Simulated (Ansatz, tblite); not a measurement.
# SiClEt3 (C6H15ClSi): rung by rung

Aim: run the singlet of SiClEt3 (C6H15ClSi) at one geometry on many levels, and compare frontier levels, spin and run time.

Method: as each input shows; program: Ansatz 0.2.0, Gaussian basis.

Plan: GFN1-xTB, GFN2-xTB, PBE-D4/def2-TZVP, r2SCAN-D4/def2-TZVP, BLYP-D4/def2-TZVP, B97M-V/def2-TZVP, B3LYP-D4/def2-TZVP, PBE-D4/def2-SVP, PBE0-D4/def2-SVP, HF/6-31G, B3LYP-D4/6-31G, CCSD(T)/def2-SVP, MP2/def2-TZVP, RPA/def2-TZVP.

2 further runs of the same task are left out: 2 set aside as unsound or not needed. Runs told in other sessions of the task aren't counted.

### Step 1. The relaxed structure

The geometry is that of the singlet, from an earlier relaxation (r2SCAN-D4/def2-SVP).

23 atoms, charge 0, spin multiplicity 1.

Bond lengths: Si1–Cl2 2.108 Å, Si1–C3 1.880 Å, Si1–C10 1.880 Å, Si1–C17 1.880 Å, C3–C4 1.531 Å, C3–H5 1.105 Å, C3–H6 1.107 Å, C4–H7 1.102 Å, C4–H8 1.102 Å, C4–H9 1.102 Å, C10–C11 1.531 Å, C10–H12 1.105 Å, C10–H13 1.107 Å, C11–H14 1.102 Å, C11–H15 1.102 Å, C11–H16 1.102 Å, C17–C18 1.531 Å, C17–H19 1.105 Å and more. Angles: Cl2–Si1–C3 106.8°, Cl2–Si1–C10 106.9°, Cl2–Si1–C17 106.8°, C3–Si1–C10 111.9°, C3–Si1–C17 112.0°, C10–Si1–C17 112.0°, Si1–C3–C4 115.0°, Si1–C3–H5 107.5°, Si1–C3–H6 107.4°, C4–C3–H5 110.2°, C4–C3–H6 110.7°, H5–C3–H6 105.6°, C3–C4–H7 111.7°, C3–C4–H8 111.0°, C3–C4–H9 111.7°, H7–C4–H8 107.6°, H7–C4–H9 107.3°, H8–C4–H9 107.3° and more.

PBE0-D4/def2-TZVP was run before; its log isn't repeated, and its numbers join the tables.

### Step 2. GFN1-xTB

Tight binding, by tblite at 300 K electronic temperature and without a spin-polarisation term:

```python
tblite.interface.Calculator('GFN1-xTB', numbers, positions, charge=0, uhf=0).singlepoint()
```

Energy -733.2804 eV, HOMO -11.46 eV, LUMO -4.44 eV; 0.049 s.

### Step 3. GFN2-xTB

Tight binding, by tblite at 300 K electronic temperature and without a spin-polarisation term:

```python
tblite.interface.Calculator('GFN2-xTB', numbers, positions, charge=0, uhf=0).singlepoint()
```

Energy -729.2500 eV, HOMO -10.75 eV, LUMO -4.70 eV; 0.028 s.

### Step 4. PBE-D4/def2-TZVP

start.molden holds the orbitals of an earlier run on this state, given as this run's starting guess.

in.yaml

```yaml
crystal:
  periodic: [false, false, false]
  atoms:
    - {symbol: Si, position_ang: [-0.000332, 0.000174, 0.209363]}
    - {symbol: Cl, position_ang: [-0.007340, -0.018753, 2.317594]}
    - {symbol: C, position_ang: [1.784724, 0.245647, -0.327188]}
    - {symbol: C, position_ang: [2.752850, -0.852257, 0.122560]}
    - {symbol: H, position_ang: [2.116298, 1.227278, 0.057477]}
    - {symbol: H, position_ang: [1.788376, 0.341943, -1.430366]}
    - {symbol: H, position_ang: [3.788807, -0.631562, -0.181037]}
    - {symbol: H, position_ang: [2.742403, -0.962343, 1.218742]}
    - {symbol: H, position_ang: [2.487293, -1.831202, -0.308577]}
    - {symbol: C, position_ang: [-1.097814, 1.428993, -0.327651]}
    - {symbol: C, position_ang: [-0.649196, 2.809493, 0.159961]}
    - {symbol: H, position_ang: [-2.122798, 1.214535, 0.025702]}
    - {symbol: H, position_ang: [-1.153285, 1.404332, -1.433417]}
    - {symbol: H, position_ang: [-1.350577, 3.599780, -0.152520]}
    - {symbol: H, position_ang: [-0.583299, 2.836696, 1.259328]}
    - {symbol: H, position_ang: [0.343824, 3.078580, -0.235379]}
    - {symbol: C, position_ang: [-0.681409, -1.659642, -0.352339]}
    - {symbol: C, position_ang: [-2.107301, -1.966340, 0.114108]}
    - {symbol: H, position_ang: [0.012594, -2.442574, 0.003822]}
    - {symbol: H, position_ang: [-0.617381, -1.686060, -1.457573]}
    - {symbol: H, position_ang: [-2.435564, -2.967071, -0.209734]}
    - {symbol: H, position_ang: [-2.178434, -1.930647, 1.212919]}
    - {symbol: H, position_ang: [-2.832427, -1.239000, -0.285793]}
basis:
  gaussian: {orbitals: def2-TZVP, initial_orbitals: start.molden}
hamiltonian: {xc: pbe, dispersion: d4}
scf: {omitted_lower_state_checks: [starts]}
output: {orbitals: {seedname: orbitals}}
```

On the command line:

```sh
$ ansatz run in.yaml --threads 4 --pin off --events-out ev --progress --plain --max-ram 4787MiB
```

The runs that follow: r2SCAN-D4/def2-TZVP; BLYP-D4/def2-TZVP; B97M-V/def2-TZVP; B3LYP-D4/def2-TZVP; PBE-D4/def2-SVP; PBE0-D4/def2-SVP; HF/6-31G; B3LYP-D4/6-31G; CCSD(T)/def2-SVP; MP2/def2-TZVP; RPA/def2-TZVP.

**Question.** What will the summary of the whole plan be? Wanted: gap in def2-TZVP, named functionals, smallest and largest; correlation energy, CCSD(T)/def2-SVP; correlation energy, MP2/def2-TZVP; binding an atom, CCSD(T)/def2-SVP; PBE0 total energy, smallest basis above largest.

The runs gave:

```
                                                 quantity                                 value
gap in def2-TZVP, named functionals, smallest and largest  6.65 eV (BLYP-D4), 8.82 eV (PBE0-D4)
                     correlation energy, CCSD(T)/def2-SVP                             -33.85 eV
                        correlation energy, MP2/def2-TZVP                             -36.23 eV
                        binding an atom, CCSD(T)/def2-SVP                              3.854 eV
          PBE0 total energy, smallest basis above largest        13.91 eV (def2-SVP, def2-TZVP)
```

What this shows: Over the named functionals in def2-TZVP the gap runs from 6.65 eV (BLYP-D4) to 8.82 eV (PBE0-D4); exact exchange widens it. A small miss in a minimal or small basis is a cancelling of errors, not accuracy. The functionals in def2-TZVP miss CCSD(T)/def2-SVP by +0.132 (BLYP-D4) to +0.221 eV (PBE-D4) an atom. The yardstick is in a double-zeta basis, so levels in larger sets aren't compared like for like. The reference is CCSD(T) in one finite basis, so it carries an error of its own, often a tenth of an eV or more, and near misses can't be ranked.
